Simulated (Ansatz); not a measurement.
# CH₅GaOSi: up Jacob's ladder to CCSD(T)

Aim: compute CH₅GaOSi with functionals from several rungs and with coupled cluster. The yardstick is the atomisation energy at the CCSD(T) limit.

Computed with Ansatz 0.2.0, Gaussian basis. Level: functionals in def2-TZVPP, the program's frozen cores in correlated methods.

Levels to be run: PBE-D4, r2SCAN-D4, PBE0-D4, B3LYP-D4, ωB97X-V, ωB97M-V, B2PLYP; CCSD(T)/def2-TZVPP; MP2/def2-QZVPP; extrapolation to the limit.

### 1 The relaxed structure

An earlier PBE0-D4 in a triple-zeta def2 set relaxation fixed the geometry.

9 atoms, charge 0, spin multiplicity 1.

Atoms are counted from 1 here; the program's logs count them from 0.

Bond lengths: O1–Si2 1.655 Å, O1–H5 0.958 Å, Si2–C3 1.835 Å, Si2–H6 1.495 Å, Si2–H9 1.495 Å, C3–Ga4 2.050 Å, C3–H7 1.099 Å, C3–H8 1.099 Å. Angles: Si2–O1–H5 117.0°, O1–Si2–C3 110.7°, O1–Si2–H6 109.6°, O1–Si2–H9 109.6°, C3–Si2–H6 110.2°, C3–Si2–H9 110.2°, H6–Si2–H9 106.5°, Si2–C3–Ga4 118.2°, Si2–C3–H7 109.7°, Si2–C3–H8 109.7°, Ga4–C3–H7 105.5°, Ga4–C3–H8 105.6°, H7–C3–H8 107.5°.

### 2 PBE-D4 (GGA)

in.yaml reads:

```yaml
crystal:
  periodic: [false, false, false]
  atoms:
    - {symbol: O, position_ang: [-0.159624, 0.504448, -1.822155]}
    - {symbol: Si, position_ang: [-0.305846, 0.553677, -0.174349]}
    - {symbol: C, position_ang: [0.500987, -0.905338, 0.591615]}
    - {symbol: Ga, position_ang: [0.441334, -1.084520, 2.632975]}
    - {symbol: H, position_ang: [-0.555170, 1.224154, -2.316380]}
    - {symbol: H, position_ang: [0.306890, 1.814168, 0.346580]}
    - {symbol: H, position_ang: [0.046383, -1.827299, 0.202297]}
    - {symbol: H, position_ang: [1.566780, -0.923659, 0.323678]}
    - {symbol: H, position_ang: [-1.753235, 0.598068, 0.198640]}
basis:
  gaussian: {orbitals: def2-TZVPP}
hamiltonian: {xc: pbe, dispersion: d4}
output: {forces: true, orbitals: {seedname: orbitals}}
```

On the command line:

```console
ansatz run in.yaml --threads 4 --pin off --events-out ev --progress --plain --max-ram 10444MiB
```

Further steps of the session: r2SCAN-D4 (meta-GGA); PBE0-D4 (hybrid); B3LYP-D4 (hybrid); ωB97X-V (range-separated); ωB97M-V (range-separated); B2PLYP (double hybrid); CCSD(T) in def2-TZVPP; MP2 in def2-QZVPP.

Before running them: what should the planned runs give, taken together? Wanted: atomisation energy, CCSD(T)/CBS; farthest; mean size of error, hybrid; mean size of error, range-separated; gap, smallest and largest; T1 diagnostic; triples share of the correlation energy.

As calculated:

```
                               quantity                                          value
        atomisation energy, CCSD(T)/CBS                                      31.713 eV
    functionals within 0.317 eV (1.0 %)  PBE-D4, r2SCAN-D4, B3LYP-D4, ωB97X-V, ωB97M-V
                               farthest                             B2PLYP (-0.583 eV)
             mean size of error, hybrid                                       0.354 eV
    mean size of error, range-separated                                       0.113 eV
              gap, smallest and largest            2.74 eV (PBE-D4), 8.42 eV (ωB97X-V)
                          T1 diagnostic                                         0.0127
triples share of the correlation energy                                          3.8 %
```

**Reading.** PBE-D4 is off by +0.013 eV. Double hybrids carry the basis error of their MP2 part in triple zeta, and no dispersion term here, so their miss is partly the set-up's. The reference freezes the cores and leaves out relativity and excitations past (T), and its outer-core shells are covered unevenly, so misses under about 0.317 eV can't be ranked. Hartree-Fock recovers 73 % of the binding; the rest is correlation. The gap grows from 2.7 to 8.4 eV across the functionals, mostly with the share of exact exchange. Correlated methods include outer-core shells of Ga, which these sets cover unevenly.
